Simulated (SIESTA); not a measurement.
Crystal: Ge2Sb2Te5.

```
Te Sb Ge
1.0
     6.83914   -3.06601    0.00000
     6.83914    3.06601    0.00000
    -6.83098    0.00000    6.84761
Te Sb Ge
5 2 2
Direct
  0.59470 0.59470 0.38643
  0.79529 0.79529 0.19611
  0.00832 0.00832 0.00643
  0.20652 0.20652 0.80980
  0.39996 0.39996 0.59712
  0.90171 0.90171 0.58787
  0.11187 0.11187 0.41735
  0.28429 0.28429 0.18783
  0.49734 0.49734 0.01104
```

The cell comes from a database or a generator and needn't be the stable form of this composition.

Base run:

```yaml
Program: SIESTA 5.4.2
Functional: PBEsol
Potentials_or_basis: PseudoDojo 0.4 standard (PBEsol files)
Basis: DZP (energy shift 0.003 Ry; two zetas on semicore shells)
Grid_cutoff: 800 Ry
Energy_shift: 0.003 Ry
k_mesh: 5 × 5 × 4
Occupations: fermi-dirac, width 0.05 eV
Spin: no spin polarisation
```

Its results: band gap on the k mesh 0.23 eV, indirect (least direct gap 0.31 eV); pressure -1.4 GPa; largest force 0.185 eV/Å.

**Question.** The run is repeated on the same cell with these changes: functional from PBEsol to PBE; potentials or basis from PseudoDojo 0.4 standard (PBEsol files) to PseudoDojo 0.4 standard (PBE files). What comes out?

**Answer.** Band gap on the k mesh 0.24 eV, indirect (least direct gap 0.31 eV); pressure 1.0 GPa; largest force 0.296 eV/Å.

Caveats: spin-orbit coupling is left out, which moves the levels of the heavy elements; the mesh misses the band edges, which the band path finds closer together; the basis of atomic orbitals isn't converged, which shifts pressures, moduli and gaps.
